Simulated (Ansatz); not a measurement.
# ClH2ISi: a ladder of functionals and wavefunction methods

How much do the methods differ for ClH2ISi? The plan is to run it at one geometry with functionals of several rungs and with coupled cluster, and see how far each lands from CCSD(T) at the basis-set limit for the atomisation energy.

Method: functionals in def2-TZVPP, the program's frozen cores in correlated methods; program: Ansatz 0.2.0, Gaussian basis.

Plan: LDA (SPW92), PBE-D4, revPBE-D4, BLYP-D4, r2SCAN-D4, B97M-V, PBE0-D4, B3LYP-D4, r2SCANh-D4, r2SCAN0-D4, HSE06-D4, BHLYP-D4, CAM-B3LYP-D4, LC-ωPBE, ωB97X-V, ωB97M-V, B2PLYP, PBE-QIDH; CCSD(T)/def2-SVP; CCSD(T)/def2-TZVPP; MP2/def2-QZVPP; extrapolation to the limit; RPA on PBE.

## (1) Structure used throughout

An earlier PBE0-D4 in a triple-zeta def2 set relaxation fixed the geometry. I takes the def2 core potential; no spin-orbit term is included.

SMILES `Cl[SiH2]I`, 5 atoms, charge 0, spin multiplicity 1.

Atoms are counted from 1 here; the program's logs count them from 0.

Bond lengths: Cl1–Si2 2.044 Å, Si2–I3 2.427 Å, Si2–H4 1.477 Å, Si2–H5 1.477 Å. Angles: Cl1–Si2–I3 110.8°, Cl1–Si2–H4 108.4°, Cl1–Si2–H5 108.4°, I3–Si2–H4 108.5°, I3–Si2–H5 108.5°, H4–Si2–H5 112.2°.

## (2) LDA

This LDA is Slater exchange with PW92 correlation.

Contents of in.yaml:

```yaml
crystal:
  periodic: [false, false, false]
  atoms:
    - {symbol: Cl, position_ang: [-1.726048, 0.445128, -0.894563]}
    - {symbol: Si, position_ang: [-0.015194, 0.070296, 0.158554]}
    - {symbol: I, position_ang: [1.533730, -1.257846, -1.155159]}
    - {symbol: H, position_ang: [-0.371545, -0.691680, 1.372378]}
    - {symbol: H, position_ang: [0.628956, 1.360403, 0.477390]}
basis:
  gaussian: {orbitals: def2-TZVPP}
hamiltonian: {xc: lda}
output: {orbitals: {seedname: orbitals}}
```

Further steps of the session: PBE-D4 (GGA); revPBE-D4 (GGA); BLYP-D4 (GGA); r2SCAN-D4 (meta-GGA); B97M-V (meta-GGA); PBE0-D4 (hybrid); B3LYP-D4 (hybrid); r2SCANh-D4 (hybrid); r2SCAN0-D4 (hybrid); HSE06-D4 (hybrid); BHLYP-D4 (hybrid); CAM-B3LYP-D4 (range-separated); LC-ωPBE-D4 (range-separated); ωB97X-V (range-separated); ωB97M-V (range-separated); B2PLYP (double hybrid); PBE-QIDH (double hybrid); CCSD(T) in def2-SVP; CCSD(T) in def2-TZVPP; MP2 in def2-QZVPP; RPA on PBE orbitals.

Before running them: what should the planned runs give, taken together? Wanted: atomisation energy, CCSD(T)/CBS; farthest beyond LDA; mean size of error, GGA; mean size of error, meta-GGA; mean size of error, hybrid; mean size of error, range-separated; mean size of error, double hybrid; gap, smallest and largest; T1 diagnostic.

As calculated:

| quantity | value |
| --- | --- |
| atomisation energy, CCSD(T)/CBS | 1374.0 kJ/mol |
| functionals within 13.7 kJ/mol (1.0 %) | r2SCAN-D4, B97M-V, ωB97X-V |
| farthest beyond LDA | BLYP-D4 (-49.2 kJ/mol) |
| mean size of error, GGA | 36.9 kJ/mol |
| mean size of error, meta-GGA | 8.3 kJ/mol |
| mean size of error, hybrid | 27.4 kJ/mol |
| mean size of error, range-separated | 26.1 kJ/mol |
| mean size of error, double hybrid | 32.0 kJ/mol |
| gap, smallest and largest | 4.96 eV (LDA (SPW92)), 11.82 eV (LC-ωPBE) |
| T1 diagnostic | 0.0082 |
| triples share of the correlation energy | 2.9 % |

**Reading.** The LDA atomisation energy is off by 148.3 kJ/mol (11 %): it overbinds. PBE-D4 is off by -17.0 kJ/mol. Double hybrids carry the basis error of their MP2 part in triple zeta, and no dispersion term here, so their miss is partly the set-up's. By mean error the best rung here is meta-GGA (8.3 kJ/mol) and the worst beyond LDA is GGA (36.9 kJ/mol). The reference freezes the cores and leaves out spin-orbit coupling and excitations past (T), and its outer-core shells are covered unevenly, so misses under about 13.7 kJ/mol can't be ranked. All levels share the lack of spin-orbit coupling, which lowers the free heavy atoms and so the true binding. Hartree-Fock recovers 74 % of the binding; the rest is correlation. CCSD(T) in def2-SVP is off by -142.3 kJ/mol, more than most functionals: a good method in a small basis is no reference. The gap grows from 5.0 to 11.8 eV across the functionals, mostly with the share of exact exchange. Correlated methods include outer-core shells of I, which these sets cover unevenly.
